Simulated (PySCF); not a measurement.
# C₅H₉N₂P: magnetic properties

Aim: compute the magnetic properties of C₅H₉N₂P (`CNP1(=N)C=CC=C1`).

Programs: PySCF 2.14.0, with routines of our own; each step states its level. All values are computed. Atoms count from 0.

## 1. The starting structure

17 atoms, charge 0, multiplicity 1; geometry from: GFN2-xTB.

## 2. Magnetic properties: GIAO B3LYP/pcSseg-1

What the job is given:

```
{"job": {"kind": "mag", "xc": "B3LYP", "basis": "pcSseg-1", "isotopologues": 2}, "charge": 0, "multiplicity": 1}
C      2.486138    -0.122408    -0.408958
N      1.239303    -0.829514    -0.141169
P      0.061115     0.142006     0.556128
N      0.668234     0.963302     1.739078
C     -0.760605     0.971494    -0.850195
C     -1.996323     0.484153    -0.990571
C     -2.340427    -0.603169    -0.084744
C     -1.371871    -0.968068     0.759964
H      2.953778     0.268812     0.498043
H      2.261408     0.716882    -1.066405
H      3.176953    -0.796484    -0.915746
H      1.401921    -1.637316     0.454378
H      0.035757     1.601408     2.197598
H     -0.341714     1.784373    -1.418568
H     -2.715025     0.834164    -1.716556
H     -3.316428    -1.062239    -0.134110
H     -1.449210    -1.735366     1.511922
```

Level: GIAO B3LYP/pcSseg-1 magnetisability, rotational g tensor and spin-rotation constants, non-relativistic, gas phase.

Run with:

```
$ OMP_NUM_THREADS=1 python excited_run.py task.json out
```

This one command runs all jobs of the session in turn.

Standard output:

```text
coarse grid: 14760 points
cycle   1  E = -646.5328012180  dE =  1.369e+00  |g| = 7.370e-01  |ddm| = 3.957e+00
cycle   2  E = -646.2244922706  dE =  3.083e-01  |g| = 1.316e+00  |ddm| = 2.641e+00
cycle   3  E = -646.6300990425  dE = -4.056e-01  |g| = 3.277e-01  |ddm| = 2.185e+00
cycle   4  E = -646.6578756367  dE = -2.778e-02  |g| = 4.448e-02  |ddm| = 4.097e-01
cycle   5  E = -646.6581479042  dE = -2.723e-04  |g| = 2.721e-02  |ddm| = 6.890e-02
cycle   6  E = -646.6582987027  dE = -1.508e-04  |g| = 7.085e-03  |ddm| = 2.898e-02
cycle   7  E = -646.6583099196  dE = -1.122e-05  |g| = 1.429e-03  |ddm| = 7.885e-03
cycle   8  E = -646.6583102477  dE = -3.281e-07  |g| = 9.032e-04  |ddm| = 2.116e-03
final grid: 138304 points
cycle   9  E = -646.7157555731  dE = -3.081e-05  |g| = 6.730e-03  |ddm| = 2.862e-02
cycle  10  E = -646.7157501148  dE =  5.458e-06  |g| = 8.265e-03  |ddm| = 1.398e-02
cycle  11  E = -646.7157662556  dE = -1.614e-05  |g| = 1.474e-03  |ddm| = 8.291e-03
cycle  12  E = -646.7157668045  dE = -5.489e-07  |g| = 2.752e-04  |ddm| = 1.648e-03
cycle  13  E = -646.7157668223  dE = -1.772e-08  |g| = 9.023e-05  |ddm| = 3.397e-04
cycle  14  E = -646.7157668238  dE = -1.516e-09  |g| = 3.402e-05  |ddm| = 1.143e-04
cycle  15  E = -646.7157668240  dE = -2.080e-10  |g| = 1.236e-05  |ddm| = 4.042e-05
converged SCF energy = -646.7157668240

Magnetisability tensor (1e-30 J/T^2)
    -1182.39        9.38       69.78
        9.38    -1245.42     -142.76
       69.78     -142.76    -1264.12
isotropic -1230.64   principal values   -1412.48  -1188.44  -1091.01
isotropic susceptibility -74.111 1e-6 cm^3/mol

Inertial axes            a          b          c
rot. const./GHz      3.2168     1.4000     1.3197
chi total           -70.208    -76.736    -75.389
chi diamagnetic    -495.195   -986.549  -1039.601
chi paramagnetic    424.988    909.813    964.212
quadrupole/D A        4.735     -5.539      0.804
g nuclear            0.5988     0.5877     0.5846
g electronic        -0.6423    -0.5984    -0.5978
g total             -0.0434    -0.0106    -0.0132

Spin-rotation constants (kHz, H = +C I.J)
atom  isotope        aa         bb         cc
  1    14N        0.174      0.070      0.046
  2    31P        5.636      2.263      2.304
  3    14N        0.155      0.055      0.050
  8     1H       -0.153     -0.033     -0.104
  9     1H       -0.283     -0.087     -0.038
 10     1H       -0.200     -0.091     -0.058
 11     1H       -0.366     -0.118     -0.034
 12     1H       -0.315     -0.110     -0.083
 13     1H       -0.287     -0.053      0.011
 14     1H        0.008     -0.040     -0.110
 15     1H        0.223     -0.154     -0.090
 16     1H       -0.356     -0.007     -0.016
  0    13C*       0.525      0.241      0.234
  4    13C*       1.081      0.470      0.429
  5    13C*       1.146      0.497      0.400
* in the singly substituted isotopologue

Isotopologues: g along a, b, c
2H    at 8,9,10,11,12,1    -0.0365    -0.0112    -0.0093
13C   at 0                 -0.0432    -0.0103    -0.0130
```

It took 33 s on 1 thread of Arm Neoverse V1, shared host; peak memory 0.82 GiB.

From this job:

| quantity | value |
| --- | --- |
| magnetisability | -1231·10⁻³⁰ J/T² |
| molar susceptibility | -74.1·10⁻⁶ cm³/mol |
| rotational g (a, b, c) | -0.0434, -0.0106, -0.0132 |

## 3. Magnetic properties: GIAO mPW1PW91/pcSseg-0

The job, as its differences from that of step 2:

```diff
@@ -1,2 +1,2 @@
-{"job": {"kind": "mag", "xc": "B3LYP", "basis": "pcSseg-1", "isotopologues": 2}, "charge": 0, "multiplicity": 1}
+{"job": {"kind": "mag", "xc": "mPW1PW91", "basis": "pcSseg-0"}, "charge": 0, "multiplicity": 1}
 C      2.486138    -0.122408    -0.408958
```

With the program's defaults for keys left out, this is: GIAO mPW1PW91/pcSseg-0 magnetisability, rotational g tensor and spin-rotation constants, non-relativistic, gas phase.

Standard output:

```text
coarse grid: 14760 points
cycle   1  E = -645.4217970150  dE =  1.439e+00  |g| = 6.164e-01  |ddm| = 4.755e+00
cycle   2  E = -645.0598016568  dE =  3.620e-01  |g| = 1.321e+00  |ddm| = 4.296e+00
cycle   3  E = -645.5010451279  dE = -4.412e-01  |g| = 2.556e-01  |ddm| = 3.411e+00
cycle   4  E = -645.5185903781  dE = -1.755e-02  |g| = 5.113e-02  |ddm| = 5.336e-01
cycle   5  E = -645.5189624496  dE = -3.721e-04  |g| = 2.755e-02  |ddm| = 9.627e-02
cycle   6  E = -645.5191414314  dE = -1.790e-04  |g| = 4.915e-03  |ddm| = 4.170e-02
cycle   7  E = -645.5191466705  dE = -5.239e-06  |g| = 2.856e-03  |ddm| = 1.148e-02
final grid: 138304 points
cycle   8  E = -645.5247430644  dE = -1.474e-05  |g| = 6.908e-03  |ddm| = 2.675e-02
cycle   9  E = -645.5247240237  dE =  1.904e-05  |g| = 1.092e-02  |ddm| = 2.222e-02
cycle  10  E = -645.5247550248  dE = -3.100e-05  |g| = 1.425e-03  |ddm| = 1.423e-02
cycle  11  E = -645.5247555422  dE = -5.174e-07  |g| = 1.428e-04  |ddm| = 1.693e-03
cycle  12  E = -645.5247555447  dE = -2.484e-09  |g| = 1.034e-04  |ddm| = 3.596e-04
cycle  13  E = -645.5247555469  dE = -2.188e-09  |g| = 3.134e-05  |ddm| = 2.205e-04
cycle  14  E = -645.5247555471  dE = -2.478e-10  |g| = 5.282e-06  |ddm| = 6.974e-05
converged SCF energy = -645.5247555471

Magnetisability tensor (1e-30 J/T^2)
    -1262.44       28.65       83.46
       28.65    -1339.90     -147.19
       83.46     -147.19    -1352.92
isotropic -1318.42   principal values   -1519.17  -1258.29  -1177.79
isotropic susceptibility -79.397 1e-6 cm^3/mol

Inertial axes            a          b          c
rot. const./GHz      3.2168     1.4000     1.3197
chi total           -74.772    -82.272    -81.147
chi diamagnetic    -495.744   -986.649  -1039.800
chi paramagnetic    420.972    904.377    958.653
quadrupole/D A        5.187     -5.848      0.661
g nuclear            0.5988     0.5877     0.5846
g electronic        -0.6362    -0.5948    -0.5944
g total             -0.0374    -0.0070    -0.0097

Spin-rotation constants (kHz, H = +C I.J)
atom  isotope        aa         bb         cc
  1    14N        0.142      0.052      0.029
  2    31P        5.421      2.130      2.195
  3    14N        0.138      0.073      0.066
  8     1H       -0.196     -0.047     -0.114
  9     1H       -0.321     -0.099     -0.051
 10     1H       -0.237     -0.101     -0.070
 11     1H       -0.411     -0.143     -0.066
 12     1H       -0.374     -0.118     -0.091
 13     1H       -0.295     -0.068     -0.013
 14     1H       -0.020     -0.054     -0.121
 15     1H        0.182     -0.164     -0.100
 16     1H       -0.368     -0.029     -0.031
  0    13C*       0.463      0.208      0.206
  4    13C*       1.073      0.460      0.378
  5    13C*       1.097      0.477      0.379
* in the singly substituted isotopologue
```

Run time: 13 s. Hardware: 1 thread of Arm Neoverse V1, shared host; peak memory 0.57 GiB.

In short:

| quantity | value |
| --- | --- |
| magnetisability | -1318·10⁻³⁰ J/T² |
| molar susceptibility | -79.4·10⁻⁶ cm³/mol |
| rotational g (a, b, c) | -0.0374, -0.0070, -0.0097 |

## 4. The levels compared

| level | ξ (10⁻³⁰ J/T²) | g(a) | g(b) | gap (eV) | functions | time |
| --- | --- | --- | --- | --- | --- | --- |
| GIAO B3LYP/pcSseg-1 | -1231 | -0.0434 | -0.0106 | 3.97 | 188 | 33 s |
| GIAO mPW1PW91/pcSseg-0 | -1318 | -0.0374 | -0.0070 | 4.24 | 94 | 13 s |

## 5. What came out

| quantity | value |
| --- | --- |
| magnetisability (step 2, GIAO B3LYP/pcSseg-1) | -1231·10⁻³⁰ J/T² |
| molar susceptibility (step 2, GIAO B3LYP/pcSseg-1) | -74.1·10⁻⁶ cm³/mol |
| rotational g (a, b, c) (step 2, GIAO B3LYP/pcSseg-1) | -0.0434, -0.0106, -0.0132 |
| magnetisability over the levels | -1318 to -1231·10⁻³⁰ J/T² |

The magnetisability spreads by 6.9 % over 2 levels, from GIAO mPW1PW91/pcSseg-0 (13 s) to GIAO B3LYP/pcSseg-1 (33 s); the runs took 13 s to 33 s. Two levels can agree by chance, so this spread shows no convergence. Vibrational averaging and real surroundings are missing from these values.
